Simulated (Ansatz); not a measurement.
**C6H12 (SMILES C=CC(C)CC): HF/3-21G**

Aim: the electronic atomisation energy of C6H12 at HF/3-21G, from 3 runs. 

The results are computed with Ansatz 0.2.0.

13 further runs of the same task are left out: 13 set aside as unsound or not needed.

## Step 1: The structure to begin with

C6H12: 18 atoms, total charge 0, spin state singlet. As SMILES, `C=CC(C)CC`. Geometry: relaxed at PBE0-D4/def2-TZVP. This is one conformer, not always the lowest.

Some bond lengths: C1–C2 1.325 Å, C2–C3 1.495 Å, C3–C4 1.526 Å, C3–C5 1.531 Å, C5–C6 1.518 Å, C1–H7 1.086 Å, C1–H8 1.084 Å, C2–H9 1.091 Å, C3–H10 1.098 Å, C4–H11 1.092 Å, C4–H12 1.094 Å, C4–H13 1.093 Å, C5–H14 1.096 Å, C5–H15 1.097 Å, C6–H16 1.094 Å, C6–H17 1.092 Å. Some angles: C1–C2–C3 125.7°, C2–C3–C4 110.3°, C2–C3–C5 111.2°, C4–C3–C5 110.6°, C3–C5–C6 113.9°, C1–C2–H9 119.0°, C3–C2–H9 115.3°, C2–C1–H7 121.3°, C2–C1–H8 121.7°, C2–C3–H10 108.0°.

## Step 2: The energy at HF/3-21G

input.yaml reads:

```yaml
crystal:
  periodic: [false, false, false]
  atoms:
    - symbol: C
      position_ang: [-1.315800, 1.817470, -0.694280]
    - symbol: C
      position_ang: [-0.840960, 0.980370, 0.216650]
    - symbol: C
      position_ang: [-0.391010, -0.422800, -0.038270]
    - symbol: C
      position_ang: [-1.240690, -1.404020, 0.763640]
    - symbol: C
      position_ang: [1.092980, -0.596620, 0.296430]
    - symbol: C
      position_ang: [2.020100, 0.230750, -0.575050]
    - symbol: H
      position_ang: [-1.407880, 1.524930, -1.736020]
    - symbol: H
      position_ang: [-1.631100, 2.821870, -0.435860]
    - symbol: H
      position_ang: [-0.763320, 1.313470, 1.252510]
    - symbol: H
      position_ang: [-0.526320, -0.633760, -1.106880]
    - symbol: H
      position_ang: [-2.298220, -1.313410, 0.507490]
    - symbol: H
      position_ang: [-1.139200, -1.216750, 1.837070]
    - symbol: H
      position_ang: [-0.927980, -2.434320, 0.574710]
    - symbol: H
      position_ang: [1.345170, -1.658490, 0.200800]
    - symbol: H
      position_ang: [1.246470, -0.342550, 1.352600]
    - symbol: H
      position_ang: [1.905100, -0.034220, -1.630080]
    - symbol: H
      position_ang: [3.066080, 0.070280, -0.304280]
    - symbol: H
      position_ang: [1.806590, 1.297830, -0.481200]
basis:
  gaussian: {orbitals: 3-21G.json}
hamiltonian: {xc: hf}
accuracy: high
output: {orbitals: {seedname: orbitals}}
```

The basis set 3-21G is read from a file made from the Basis Set Exchange's data (not shown).

On the command line:

```bash
$ ansatz run input.yaml --threads 4 --pin off --max-ram 12180MiB --events-out events.jsonl --progress --plain --runs-dir runs
```

Log:

```text
Warning: RAYON_NUM_THREADS=4 ignored (pool sized by the plan → 4); use --threads N
Functional definition: HF
  name "HF"
  exchange = exact_x
  correlation = 0
1997 factors; integrals over basis functions are off by at most 8.8e-9 eV
mean field evaluation 1: about -6334.1484 eV, gradient 2.9e1 eV
mean field evaluation 2: about -6334.7689 eV, gradient 2.9e1 eV
mean field evaluation 4: about -6337.0265 eV, gradient 2.5e0 eV
mean field evaluation 8: about -6337.0414 eV, gradient 1.2e-1 eV
mean field evaluation 16: about -6337.0415 eV, gradient 2.5e-8 eV
mean field -6337.04145028 eV, -232.8819778968 hartree, gradient 2.5e-8 eV, S^2 0.000000; 0 other end points of the search recorded, 0 dependent functions left out
reference -6337.04145028 eV, -232.8819778968 hartree; 24, 24 occupied and 54, 54 virtual orbitals, 1997 factors
Total energy: -6337.04145028 eV, -232.8819778968 hartree
```

Wall time 0.5 s (4 threads of Arm Neoverse V2, shared host); peak memory 0.21 GiB.

## Step 3: The C atom at the same level

molecule.yaml reads:

```yaml
crystal:
  periodic: [false, false, false]
  atoms:
    - symbol: C
      position_ang: [0.000000, 0.000000, 0.000000]
basis:
  gaussian:
    orbitals: 3-21G.json
magnetization:
  spin_polarized: true
  initial_magnetization: 2
hamiltonian:
  xc: hf
accuracy: high
```

The basis set 3-21G is read from a file made from the Basis Set Exchange's data (not shown).

Run the same way, it converges to -37.48107 Eh (log not shown).

## Step 4: The H atom, same level

run.yaml reads:

```yaml
crystal:
  periodic: [false, false, false]
  atoms:
    - {symbol: H, position_ang: [0.000000, 0.000000, 0.000000]}
basis:
  gaussian:
    orbitals: 3-21G.json
magnetization:
  spin_polarized: true
  initial_magnetization: 1
hamiltonian:
  xc: hf
accuracy: high
```

The basis set 3-21G is read from a file made from the Basis Set Exchange's data (not shown).

On the command line:

```bash
$ ansatz run run.yaml --threads 4 --pin off --max-ram 12180MiB --events-out events.jsonl --progress --plain --runs-dir runs
```

Log:

```text
Warning: RAYON_NUM_THREADS=4 ignored (pool sized by the plan → 4); use --threads N
[... 4 set-up lines as earlier in the session ...]
3 factors; integrals over basis functions are off by at most 1.3e-8 eV
mean field evaluation 1: about -13.4868 eV, gradient 1.3e0 eV
mean field evaluation 2: about -13.4868 eV, gradient 1.3e0 eV
mean field evaluation 4: about -13.5023 eV, gradient 2.1e-5 eV
mean field evaluation 8: about -13.5023 eV, gradient 1.0e-12 eV
mean field -13.50225274 eV, -0.4961986360 hartree, gradient 4.5e-8 eV, S^2 0.750000; 0 other end points of the search recorded, 0 dependent functions left out
reference -13.50225274 eV, -0.4961986360 hartree; 1, 0 occupied and 1, 2 virtual orbitals, 3 factors
Total energy: -13.50225274 eV, -0.4961986360 hartree
```

Run time: 0.02 s. Hardware: 4 threads of Arm Neoverse V2, shared host.

## Step 5: Summary of results

At HF/3-21G:

```
                     quantity          value
       molecule: total energy  -232.88198 Eh
        molecule: HOMO energy       -9.72 eV
        molecule: LUMO energy        5.16 eV
      molecule: HOMO–LUMO gap       14.88 eV
         C atom: total energy   -37.48107 Eh
                 C atom: ⟨S²⟩          2.001
         H atom: total energy    -0.49620 Eh
                 H atom: ⟨S²⟩          0.750
electronic atomisation energy      55.543 eV
```

Taking the molecule apart into free atoms costs 55.54 eV (1281 kcal/mol), before zero-point energy and without spin-orbit coupling. Hartree–Fock lacks the correlation of the bonding pairs, which as a rule makes this value much too low; in minimal bases other errors can mask that. The basis has no polarisation functions, which makes bonds too weak.
